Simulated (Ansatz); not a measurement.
H₄O₂Si, SMILES O[SiH2]O: the interaction energy of a dimer with the counterpoise correction, run with Ansatz 0.2.0, Python API.

`run_dimer.py`
```python
"""Binding of a H4O2Si dimer at a trial geometry."""

import ansatz as az

FIRST = [
    ("O", (-1.3632, -0.2027, 0.2687)),
    ("Si", (0.1024, 0.4479, 0.0256)),
    ("O", (1.0765, -0.8174, -0.3162)),
    ("H", (-1.7536, -0.5103, -0.5432)),
    ("H", (0.0809, 1.3675, -1.1421)),
    ("H", (0.5683, 1.1313, 1.2594)),
    ("H", (1.2884, -1.4165, 0.4476)),
]
SECOND = [
    ("O", (5.1295, 0.9957, 2.9893)),
    ("Si", (3.702, 0.5586, 3.6229)),
    ("O", (2.6015, 0.9044, 2.467)),
    ("H", (5.4077, 0.4021, 2.2991)),
    ("H", (3.6733, -0.903, 3.8924)),
    ("H", (3.4224, 1.3524, 4.8468)),
    ("H", (2.4243, 1.8703, 2.3161)),
]

def energy(atoms, ghosts=()):
    molecule = az.Crystal.molecule()
    for symbol, xyz in atoms:
        molecule = molecule.atom(symbol, xyz)
    calc = (
        molecule.calculation()
        .basis(gaussian="cc-pVDZ")
        .correlation("mp2", electrons="valence")
        .scf(lower_state_search="off")
    )
    deck = calc.input()
    if ghosts:
        deck = deck.set(az.key.basis.gaussian.ghost_atoms, [{"symbol": s, "position_ang": list(xyz)} for s, xyz in ghosts])
    return az.Session.from_dict(deck).plan().execute().report["free_energy_ev"]

# ghost atoms carry the functions of the partner
both = energy(FIRST + SECOND)
alone = energy(FIRST) + energy(SECOND)
ghosted = energy(FIRST, SECOND) + energy(SECOND, FIRST)
print(f"dimer {both:.6f} eV")
print(f"interaction, uncorrected   {(both - alone):8.3f} eV")
print(f"interaction, counterpoise  {(both - ghosted):8.3f} eV")
print(f"basis-set superposition    {(alone - ghosted):8.3f} eV")
```

How large is the interaction at this pose, and how much of it is basis-set superposition?

Uncorrected it is -0.022 eV, with the counterpoise correction 0.066 eV; the difference, 0.09 eV, is the superposition error. The sign changes with the correction, so this basis doesn't settle it.

The output:

Running `python run_dimer.py` prints:
```text
dimer -24030.050240 eV
interaction, uncorrected     -0.022 eV
interaction, counterpoise     0.066 eV
basis-set superposition       0.088 eV
```

Notes:
- The settings weren't tested for convergence.
- The dimer is a generated trial pose of unrelaxed monomers, not a minimum, so the figure is no binding energy, and the basis set is small.
- Hardware and time: 6.3 s on 1 thread of Arm Neoverse V1 (shared host), peak memory 0.31 GiB.
